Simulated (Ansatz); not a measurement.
# ClGeH3O2: the cost of one run

Method: RKS PBE/def2-SVP, in Ansatz 0.2.0.

**1. The starting structure**

Bond lengths: Ge1–H2 1.550 Å, Ge1–O3 1.770 Å, O3–H4 1.010 Å, Ge1–O5 1.769 Å, O5–H6 1.010 Å, Ge1–Cl7 2.218 Å. Angles: H2–Ge1–O3 109.4°, H2–Ge1–O5 109.5°, H2–Ge1–Cl7 109.5°, O3–Ge1–O5 109.5°, O3–Ge1–Cl7 109.5°, O5–Ge1–Cl7 109.5°, Ge1–O3–H4 109.5°, Ge1–O5–H6 109.5°.

As a file:

```xyz
7

Ge    0.0000    0.0000    0.0000
H     0.0000    0.0000    1.5500
O     1.6691    0.0000   -0.5894
H     1.9855   -0.9521   -0.7061
O    -0.8337    1.4443   -0.5894
H    -1.7915    1.2136   -0.8118
Cl   -1.0456   -1.8115   -0.7393
```

**2. Relaxing the start**

File input.yaml:

```yaml
crystal:
  periodic: [false, false, false]
  atoms:
    - { symbol: Ge, position_ang: [0.0, 0.0, 0.0] }
    - { symbol: H, position_ang: [0.0, 0.0, 1.55] }
    - { symbol: O, position_ang: [1.6691, 0.0, -0.5894] }
    - { symbol: H, position_ang: [1.9855, -0.9521, -0.7061] }
    - { symbol: O, position_ang: [-0.8337, 1.4443, -0.5894] }
    - { symbol: H, position_ang: [-1.7915, 1.2136, -0.8118] }
    - { symbol: Cl, position_ang: [-1.0456, -1.8115, -0.7393] }
basis:
  gaussian: { orbitals: def2-SVP }
hamiltonian:
  xc: pbe
relax:
  f_tol: 0.02
  max_steps: 40
output:
  orbitals: {}
```

Launch:

```bash
$ ansatz run input.yaml --threads 1 --pin off --max-ram 2048MiB --backend cpu --events-out ev --progress --plain --runs-dir out
```

Q: Estimate wall time and peak memory on 1 thread of Arm Neoverse V1, shared host.

About 44 s, with a peak of 0.13 GiB.
